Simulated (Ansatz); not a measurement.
**C₂H₆AlBr: up Jacob's ladder to CCSD(T)**

An exercise on one series of results from a longer session: the logs are not shown, and one member is left open.

Method: functionals in def2-TZVPP, the program's frozen cores in correlated methods; program: Ansatz 0.2.0, Gaussian basis.

Plan: LDA (SPW92), PBE-D4, revPBE-D4, BLYP-D4, r2SCAN-D4, B97M-V, PBE0-D4, B3LYP-D4, r2SCANh-D4, r2SCAN0-D4, HSE06-D4, BHLYP-D4, CAM-B3LYP-D4, LC-ωPBE, ωB97X-V, ωB97M-V, B2PLYP, PBE-QIDH; CCSD(T)/def2-SVP; CCSD(T)/def2-TZVPP; MP2/def2-QZVPP; extrapolation to the limit; RPA on PBE.

## The relaxed structure

All runs share one geometry, relaxed beforehand with PBE0-D4 in a triple-zeta def2 set.

10 atoms, charge 0, spin multiplicity 1.

Atoms are counted from 1 here; the program's logs count them from 0.

Bond lengths: C1–C2 1.527 Å, C1–H5 1.092 Å, C1–H6 1.094 Å, C1–H7 1.092 Å, C2–Al3 1.948 Å, C2–H8 1.099 Å, C2–H9 1.099 Å, Al3–Br4 2.267 Å, Al3–H10 1.581 Å. Angles: C2–C1–H5 111.6°, C2–C1–H6 111.8°, C2–C1–H7 111.6°, H5–C1–H6 107.5°, H5–C1–H7 106.6°, H6–C1–H7 107.5°, C1–C2–Al3 117.3°, C1–C2–H8 110.6°, C1–C2–H9 110.6°, Al3–C2–H8 106.7°, Al3–C2–H9 106.6°, H8–C2–H9 104.2°, C2–Al3–Br4 119.0°, C2–Al3–H10 124.6°, Br4–Al3–H10 116.4°.

The first run:

Contents of in.yaml:

```yaml
crystal:
  periodic: [false, false, false]
  atoms:
    - {symbol: C, position_ang: [-1.018207, 0.797542, 0.236552]}
    - {symbol: C, position_ang: [0.060149, -0.183522, 0.689452]}
    - {symbol: Al, position_ang: [1.251468, -0.894030, -0.678503]}
    - {symbol: Br, position_ang: [0.950549, -0.261846, -2.834758]}
    - {symbol: H, position_ang: [-1.684422, 0.349675, -0.504405]}
    - {symbol: H, position_ang: [-1.636725, 1.135266, 1.073004]}
    - {symbol: H, position_ang: [-0.584556, 1.685171, -0.229899]}
    - {symbol: H, position_ang: [0.699160, 0.271304, 1.458882]}
    - {symbol: H, position_ang: [-0.391936, -1.049861, 1.192104]}
    - {symbol: H, position_ang: [2.437519, -1.900800, -0.399427]}
basis:
  gaussian: {orbitals: def2-TZVPP}
hamiltonian: {xc: lda}
output: {orbitals: {seedname: orbitals}}
```

Steps of the session up to this table: LDA; PBE-D4 (GGA); revPBE-D4 (GGA); BLYP-D4 (GGA); r2SCAN-D4 (meta-GGA); B97M-V (meta-GGA); PBE0-D4 (hybrid); B3LYP-D4 (hybrid); r2SCANh-D4 (hybrid); r2SCAN0-D4 (hybrid); HSE06-D4 (hybrid); BHLYP-D4 (hybrid); CAM-B3LYP-D4 (range-separated); LC-ωPBE-D4 (range-separated; the results give it without D4); ωB97X-V (range-separated); ωB97M-V (range-separated); B2PLYP (double hybrid); PBE-QIDH (double hybrid).

One of the session's tables, all rows but one given; the rest of the session is left out.

It belongs to the step «Frontier levels by functional». 

| functional | HOMO (eV) | gap (eV) |
| --- | --- | --- |
| LDA (SPW92) | -6.62 | 4.37 |
| PBE-D4 | -6.52 | 4.52 |
| revPBE-D4 | -6.48 | 4.59 |
| BLYP-D4 | -6.40 | 4.52 |
| r2SCAN-D4 | -6.79 | 5.11 |
| B97M-V | -6.88 | 5.04 |
| PBE0-D4 | -7.75 | 6.51 |
| B3LYP-D4 | -7.55 | 6.10 |
| r2SCANh-D4 | ? | ? |
| r2SCAN0-D4 | -7.94 | 6.87 |
| HSE06-D4 | -7.36 | 5.74 |
| BHLYP-D4 | -8.90 | 8.43 |
| CAM-B3LYP-D4 | -9.10 | 8.78 |
| LC-ωPBE | -10.45 | 11.22 |
| ωB97X-V | -10.10 | 10.74 |
| ωB97M-V | -9.94 | 10.30 |

**Question.** Estimate the row for r2SCANh-D4.

Worked estimate for «HOMO (eV)». Against the share of exact exchange, r2SCAN-D4 (0, -6.79), r2SCAN0-D4 (0.25, -7.94) give a slope of -4.60 per unit share; at 0.1 the line stands at -7.25.

As computed: HOMO (eV): -7.25; gap (eV): 5.82. In «HOMO (eV)» the line misses by 0.00.
